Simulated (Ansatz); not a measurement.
Hf2Pd2Se2Br2O3:

```
CELL_PARAMETERS angstrom
5.60663 -0.09346 -0.01409
1.61393 5.33512 0.00251
1.36916 1.91529 8.31543
ATOMIC_POSITIONS crystal
Hf 0.23317 0.65161 0.02284
Hf 0.76683 0.34839 0.97716
Pd 0.00000 0.50000 0.50000
Pd 0.00000 0.00000 0.50000
Se 0.02419 0.33917 0.25331
Se 0.97581 0.66083 0.74669
Br 0.50000 0.50000 0.50000
Br 0.50000 0.00000 0.50000
O 0.44792 0.35724 0.92101
O 0.55208 0.64276 0.07899
O 0.00000 0.00000 0.00000
```

The cell was built by a generator and needn't be a form met in nature.

Base run:

- Program: Ansatz 0.2.0
- Functional: PBE
- Potentials or basis: all-electron LAPW, scalar-relativistic
- Cutoff: 481 eV
- Density cutoff: 1925 eV
- Basis error allowed: 0.002 eV/atom
- k mesh: 4 × 4 × 3
- Occupations: fermi-dirac, width 0.05 eV
- Spin: no spin polarisation
- Hubbard terms: Hf d U = 6 eV, Pd d U = 6 eV

Its results: band gap on the k mesh none (metal or under the smearing width); pressure 2.9 GPa; largest force 0.690 eV/Å.

Q: The run is repeated on the same cell with these changes: hubbard terms from Hf d U = 6 eV, Pd d U = 6 eV to Hf d U = 3 eV, Pd d U = 3 eV. What comes out?

A: Band gap on the k mesh none (metal or under the smearing width); pressure 1.4 GPa; largest force 0.323 eV/Å.

Caveats: the k mesh is thin for a metal, which can move the energy by tens of meV per atom; U is the effective U less J, on atomic orbitals that reach past the spheres; U without spin polarisation on a metal has little footing.

Not every run made on this cell is shown here.
